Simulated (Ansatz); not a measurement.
# ClH8NSi2Sn: how energies converge with the basis set

The task here is to estimate one member of a computed series from the others.

Method: one geometry, several basis sets; program: Ansatz 0.2.0, Gaussian basis.

Plan: PBE0-D4/def2-SVP; ωB97M-V/def2-SVP; PBE0-D4/def2-QZVPP; ωB97M-V/def2-QZVPP; the functionals' def2-TZVPP values are taken from earlier runs.

1 further run of the same task is left out (it didn't finish).

## The geometry

The geometry comes from an earlier relaxation with PBE0-D4 in a triple-zeta def2 set; it is a stationary point, not always the lowest conformer. Sn takes the def2 core potential; no spin-orbit term is included.

SMILES `[SiH3][N]([SiH3])[SnH2][Cl]`, 13 atoms, charge 0, spin multiplicity 1.

Atoms are counted from 1 here; the program's logs count them from 0.

Bond lengths: Si1–N2 1.734 Å, Si1–H6 1.488 Å, Si1–H7 1.488 Å, Si1–H8 1.487 Å, N2–Si3 1.734 Å, N2–Sn4 2.023 Å, Si3–H9 1.488 Å, Si3–H10 1.488 Å, Si3–H11 1.487 Å, Sn4–Cl5 2.333 Å, Sn4–H12 1.697 Å, Sn4–H13 1.697 Å. Angles: N2–Si1–H6 110.2°, N2–Si1–H7 112.1°, N2–Si1–H8 108.4°, H6–Si1–H7 107.9°, H6–Si1–H8 109.5°, H7–Si1–H8 108.8°, Si1–N2–Si3 120.2°, Si1–N2–Sn4 119.6°, Si3–N2–Sn4 119.6°, N2–Si3–H9 110.2°, N2–Si3–H10 112.1°, N2–Si3–H11 108.3°, H9–Si3–H10 107.9°, H9–Si3–H11 109.5°, H10–Si3–H11 108.8°, N2–Sn4–Cl5 106.9°, N2–Sn4–H12 108.8°, N2–Sn4–H13 108.8° and more.

The first run:

Contents of in.yaml:

```yaml
crystal:
  periodic: [false, false, false]
  atoms:
    - {symbol: Si, position_ang: [-1.414635, 0.798329, 0.752426]}
    - {symbol: N, position_ang: [0.042021, 0.048229, 0.183839]}
    - {symbol: Si, position_ang: [1.503762, 0.972079, 0.050794]}
    - {symbol: Sn, position_ang: [-0.030598, -1.822401, -0.584139]}
    - {symbol: Cl, position_ang: [-0.580105, -1.608043, -2.841772]}
    - {symbol: H, position_ang: [-1.193606, 1.394439, 2.097800]}
    - {symbol: H, position_ang: [-1.877574, 1.880973, -0.156822]}
    - {symbol: H, position_ang: [-2.474104, -0.241836, 0.839085]}
    - {symbol: H, position_ang: [1.855509, 1.569746, 1.367330]}
    - {symbol: H, position_ang: [1.377087, 2.079305, -0.934673]}
    - {symbol: H, position_ang: [2.594909, 0.061392, -0.387365]}
    - {symbol: H, position_ang: [-1.305647, -2.666584, 0.150597]}
    - {symbol: H, position_ang: [1.523381, -2.500328, -0.522501]}
basis:
  gaussian: {orbitals: def2-SVP}
hamiltonian: {xc: pbe0, dispersion: d4}
output: {orbitals: {seedname: orbitals}}
```

Among the steps run: PBE0-D4 in def2-SVP; ωB97M-V in def2-SVP; PBE0-D4 in def2-QZVPP; ωB97M-V in def2-QZVPP.

One of the session's tables, all rows but one given; the rest of the session is left out.

It belongs to the step «Density functionals: the series». 

| functional | basis | HOMO (eV) |
| --- | --- | --- |
| PBE0-D4 | def2-SVP | -7.69 |
| PBE0-D4 | def2-TZVPP | ? |
| PBE0-D4 | def2-QZVPP | -7.81 |
| ωB97M-V | def2-SVP | -9.88 |
| ωB97M-V | def2-TZVPP | -10.04 |
| ωB97M-V | def2-QZVPP | -10.05 |

Estimate the missing values for PBE0-D4, def2-TZVPP.

The run gave: HOMO (eV): -7.79. In the column «HOMO (eV)» it lies between PBE0-D4, def2-QZVPP (-7.81) and PBE0-D4, def2-SVP (-7.69).
